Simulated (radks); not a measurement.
**Ti⁴⁺ in [Ne] 3s1 3p6 4p1: an all-electron calculation**

One table from this session's results is given with a row withheld; the runs are named, their logs left out.

Method: non-relativistic Kohn-Sham, PBE, spin-polarised, spherical densities, point nucleus; open shells are filled with parallel spins first. Code: radks (a radial shooting solver on a logarithmic mesh, Libxc functionals) version 1.

## What is computed

| Property | Result |
| --- | --- |
| element | titanium (Z = 22) |
| charge | +4 |
| electrons | 18 |
| configuration | [Ne] 3s1 3p6 4p1 |

The outer shells:

Ti⁴⁺
```
[Ne] core
3s [↑ ]
3p [↑↓][↑↓][↑↓]
4p [↑ ][  ][  ]
```

The first run:

The run's settings:

```text
Z 22
configuration [Ne] 3s1 3p6 4p1
relativity non-relativistic
functional pbe,pbe
spin polarised
nucleus point
```

One table of the session follows, with a row left open; its other results are not shown here.

It belongs to the step «Orbitals and density». From the orbitals of this run (lengths in bohr):

```
  level      <r>  outermost maximum (interpolated)  90 % within  nodes
  1s up  0.07017                            0.0461        0.125      0
1s down  0.07017                            0.0461        0.125      0
  2s up   0.3273                             0.271        0.508      1
2s down   0.3272                             0.271        0.508      1
  2p up   0.2906                             0.221        0.477      0
2p down   0.2905                             0.221        0.477      0
  3s up   0.9620                             0.854         1.42      2
3s down   0.9644                             0.856         1.43      2
  3p up    1.000                             0.870         1.51      1
3p down    1.003                             0.871         1.52      1
  4p up        ?                                 ?            ?      ?
```

Estimate the missing values for 4p up.

As computed: <r>: 2.526; outermost maximum (interpolated): 2.36; 90 % within: 3.62; nodes: 2. In the column «<r>» it is the highest.
